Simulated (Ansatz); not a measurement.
Runs of Ansatz 0.2.0 on LuBr. Symmetry: P6_3mc, No. 186, hexagonal system. The conventional cell has a = 3.607 Å, b = 3.607 Å, c = 9.872 Å, α = 90.00°, β = 90.00°, γ = 120.00°. Lu (site symmetry 3m) has 4 Br at 2.83 to 2.96 Å as nearest neighbours. Around Br (site symmetry 3m) lie 4 Lu at 2.83 to 2.96 Å. The cell comes from a database or a generator and needn't be the stable form of this composition.

| level | gap on the mesh (eV) | pressure (GPa) | relaxed volume (Å³/atom) |
| --- | --- | --- | --- |
| r2SCAN | none | 0.0 | 27.41 |
| r2SCAN+D3(BJ)-ATM | none | 0.0 | (a) |
| r2SCAN+rVV10 | none | 0.0 | (b) |
| r2SCAN+D4 | none | 0.0 | 27.15 |
| r2SCAN+D3(BJ) | none | 0.0 | 26.88 |

Alike in all rows: task relaxation of cell and atoms; potentials or basis Ansatz PAW; no spin polarisation; cell relaxed; k mesh 9 × 9 × 3; cutoff (eV) 500; smearing fermi-dirac 0.05 eV.

Question: Fill in the values left out.

Answer: (a) 27.00; (b) 26.86.

Caveats: the plane-wave basis is chosen anew once the cell has moved, so the energies of steps on either side of that aren't comparable; the PAW data sets come from PBE, with cores solved anew for the run's functional, which leaves a small shift of forces and pressure; pairwise dispersion overbinds metals, which lowers pressure and volume (some runs); the dispersion damping was fitted for another functional or another form of the correction (some runs).

A k mesh can miss the band edges, and the runs leave out spin-orbit coupling on Br, Lu.

A gap of «none» marks a metal or a gap under the smearing width.
